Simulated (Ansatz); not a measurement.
# ClCo: the cost of one run

Method: def2-QZVPP, core rule «outside noble gas», up to 14 orbitals frozen; program: Ansatz 0.2.0, Gaussian basis.

Plan: UHF; ROHF; CCSD(T) on UHF.

### Step 1. What is computed

The geometry is a PBE0/def2-TZVP stationary point (not a proven minimum) of the parent state, kept for this charge and spin.

2 atoms, charge 1, spin multiplicity 6.

Atoms are counted from 1 here; the program's logs count them from 0.

Bond lengths: Co1–Cl2 2.173 Å.

### Step 2. UHF

Contents of in.yaml:

```yaml
crystal:
  periodic: [false, false, false]
  atoms:
    - {symbol: Co, position_ang: [0.000000, 0.000000, 0.000000]}
    - {symbol: Cl, position_ang: [0.000000, 0.000000, 2.172600]}
basis:
  gaussian: {orbitals: "def2-QZVPP.json"}
total_charge: 1
magnetization: {spin_polarized: true, initial_magnetization: 5}
hamiltonian: {xc: hf}
output: {orbitals: {seedname: orbitals}}
```

On the command line:

```
$ ansatz run in.yaml --threads 1 --pin off --events-out ev --progress --plain --max-ram 2560MiB --backend cpu
```

Q: Estimate wall time and peak memory on 1 thread of AMD EPYC 7R13, shared host.

About 1.8 min, with a peak of 0.59 GiB.
